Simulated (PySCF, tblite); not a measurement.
# C₆H₁₀N radical: geometry, infrared bands and EPR parameters

Aim: predict the infrared bands and EPR parameters of C₆H₁₀N radical (`C/C=N/[C]1CCC1`).

Computed with tblite 0.8.0 and PySCF 2.14.0, with density-fitted response routines of our own, on a single molecule in the gas phase. Atoms are numbered from 0 throughout.

**1. The molecule as given**

17 atoms, charge 0, multiplicity 2; geometry from: force field or distance geometry start.

Bonds of the start (Å): C0–C1 1.51, C1–N2 1.29, N2–C3 1.38, C3–C4 1.47, C4–C5 1.53, C5–C6 1.53, C6–C3 1.48, C0–H7 1.10, C0–H8 1.09, C0–H9 1.08, C1–H10 1.10, C4–H11 1.10, C4–H12 1.10, C5–H13 1.09, C5–H14 1.10, C6–H15 1.11, C6–H16 1.09.

**2. Relaxing the molecule with GFN2-xTB**

Job settings and geometry (Å):

```
{"job": {"kind": "relax", "xc": "GFN2-xTB", "basis": "xTB"}, "charge": 0, "multiplicity": 2}
C      3.145200    -0.236700    -0.559200
C      1.677600    -0.005800    -0.845900
N      0.794800    -0.402100     0.012500
C     -0.489900    -0.115500    -0.393800
C     -1.215700     1.066400     0.106100
C     -2.507100     0.245100    -0.003900
C     -1.613200    -0.998200    -0.015300
H      3.652800     0.737500    -0.542700
H      3.285400    -0.740000     0.402100
H      3.555700    -0.844700    -1.356200
H      1.430400     0.493300    -1.789800
H     -1.167700     1.926400    -0.570400
H     -0.941200     1.372600     1.123600
H     -3.061700     0.403200    -0.931300
H     -3.188300     0.340900     0.850700
H     -1.491500    -1.487200     0.973600
H     -1.872600    -1.743300    -0.764400
```

Command:

```console
> OMP_NUM_THREADS=1 python probes_run.py task.json out
```

One launch serves the whole session: the jobs run in the order shown.

**Question.** This job is followed by: GFN2-xTB harmonic vibrations, gas phase; UKS B3LYP, pcH-1 on C H N, non-relativistic, mean-field spin-orbit, GIAO. What will the session give for the following? strongest single infrared mode (GFN2-xTB); zero-point energy (GFN2-xTB); g(iso) (B3LYP); ⟨S²⟩; largest a(iso) (averaged by class); potential on the surface of density 0.002 e/bohr³, 1st and 99th percentile.

**Answer**, as computed:

| quantity | value |
| --- | --- |
| strongest single infrared mode (GFN2-xTB) | 2917 cm⁻¹, 79 km/mol |
| zero-point energy (GFN2-xTB) | 89.8 kcal/mol |
| g(iso) (B3LYP) | 2.00238 |
| ⟨S²⟩ | 0.769 (exact 0.75) |
| largest a(iso) (averaged by class) | 13C on C3, 66.3 MHz |
| potential on the surface of density 0.002 e/bohr³, 1st and 99th percentile | -1.52 V and 0.65 V |

In words: Over 100 steps the energy fell by 0.977 eV; of the close pairs, N2–C3 changed most, 1.378 to 1.292 Å. All 45 modes are real, so the xTB geometry is a minimum. The strongest single mode, at 2917 cm⁻¹, moves mainly H10. GFN2-xTB is a fitted tight-binding method: band positions and strengths are rough. Its intensities can rank the bands wrongly. The largest spin populations lie on C1 (0.60 e), C3 (0.54 e). The isotropic g lies 0.1 ppt above the free-electron value. The conformer search found further structures of the same energy, which may be mirror or relabelled copies of this one.
